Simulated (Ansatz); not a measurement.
# Na8CO: the cost of one run

Program: Ansatz 0.2.0. Level of theory: DFT PBE, scalar-relativistic, plane waves, PAW. These are calculated values, not measurements.

7 further runs of the same task are left out: 7 set aside as unsound or not needed.

## 1. The system as given

It takes space group P1 (No. 1, triclinic). Conventional cell: a = 7.267 Å, b = 7.267 Å, c = 20.967 Å, α = 90.00°, β = 90.00°, γ = 109.47°. Na (site symmetry 1) has 6 Na at 3.63 Å as nearest neighbours. Na (site symmetry 1) has 10 Na at 3.63 to 4.20 Å and 1 O at 4.13 Å as nearest neighbours. Na (site symmetry 1) has 1 C at 1.80 Å as nearest neighbours. Na (site symmetry 1) is surrounded by 1 C at 2.57 Å and 1 O at 2.81 Å. Na (site symmetry 1) is surrounded by 1 O at 2.02 Å. Na (site symmetry 1) is surrounded by 1 O at 3.53 Å and 6 Na at 3.63 Å. Only part of the 10 independent sites is listed.

As a file:

```cif
data_structure
_symmetry_space_group_name_H-M 'P 1'
_symmetry_Int_Tables_number 1
_cell_length_a 7.2665
_cell_length_b 7.2665
_cell_length_c 20.9665
_cell_angle_alpha 90.000
_cell_angle_beta 90.000
_cell_angle_gamma 109.471
_cell_volume 1043.76
loop_
_atom_site_label
_atom_site_type_symbol
_atom_site_fract_x
_atom_site_fract_y
_atom_site_fract_z
_atom_site_occupancy
Na1 Na 0.25000 0.25000 0.19078 1
Na2 Na 0.25000 0.75000 0.19078 1
Na3 Na 0.75000 0.25000 0.19078 1
Na4 Na 0.75000 0.75000 0.19078 1
Na5 Na 0.00000 0.00000 0.33227 1
Na6 Na 0.00000 0.50000 0.33227 1
Na7 Na 0.50000 0.00000 0.33227 1
Na8 Na 0.50000 0.50000 0.33227 1
C1 C 0.05857 0.83333 0.38569 1
O1 O 0.27477 0.83333 0.38569 1
```

This is the geometry of the first run shown, built on a cell relaxed beforehand with the same method.

## 2. Plan of the line

Atoms count from 1 in the order of the input.

CO lies flat over one site of a rigid substrate while its bond length and height are varied.

- distance C9-O10: 8 values from 1.040 to 3.040 Å
- height of the CO axis above the plane of Na5: 8 values from 0.80 to 3.60 Å

Nothing else is relaxed. Points are written as (first, second).

## 3. Grid point (1.571 Å, 1.12 Å)

The cell repeats along c, and a dipole correction in the vacuum removes the field between the copies.

File input.yaml:

```yaml
crystal:
  lattice:
    - [7.2665057608, 0.0, 0.0]
    - [-2.4221685869, 6.850927332, 0.0]
    - [0.0, 0.0, 20.9665385532]
  atoms:
    - { symbol: Na, position: [0.25, 0.25, 0.19078018] }
    - { symbol: Na, position: [0.25, 0.75, 0.19078018] }
    - { symbol: Na, position: [0.75, 0.25, 0.19078018] }
    - { symbol: Na, position: [0.75, 0.75, 0.19078018] }
    - { symbol: Na, position: [0.0, 0.0, 0.3322693699] }
    - { symbol: Na, position: [0.0, 0.5, 0.3322693699] }
    - { symbol: Na, position: [0.5, 0.0, 0.3322693699] }
    - { symbol: Na, position: [0.5, 0.5, 0.3322693699] }
    - { symbol: C, position: [0.0585679428, 0.8333333333, 0.3856878203] }
    - { symbol: O, position: [0.2747653906, 0.8333333333, 0.3856878203] }
basis:
  ecutwfc: 420
kpoints:
  mp_grid: { grid: [4, 4, 1] }
hamiltonian:
  xc: pbe
scf:
  occupations: { method: gaussian, width: 0.1 }
output:
  forces: true
  eigenvalues: true
efield:
  axis: 3
  dipole_correction: true
  ramp_width: 0.04
```

Run with:

```
> ansatz run input.yaml --threads 4 --pin off --max-ram 12288MiB --backend cpu --events-out ev --progress --plain --runs-dir out
```

Q: Estimate wall time and peak memory on 4 threads of Arm Neoverse V1, shared host.

About 10 s, with a peak of 1.5 GiB.
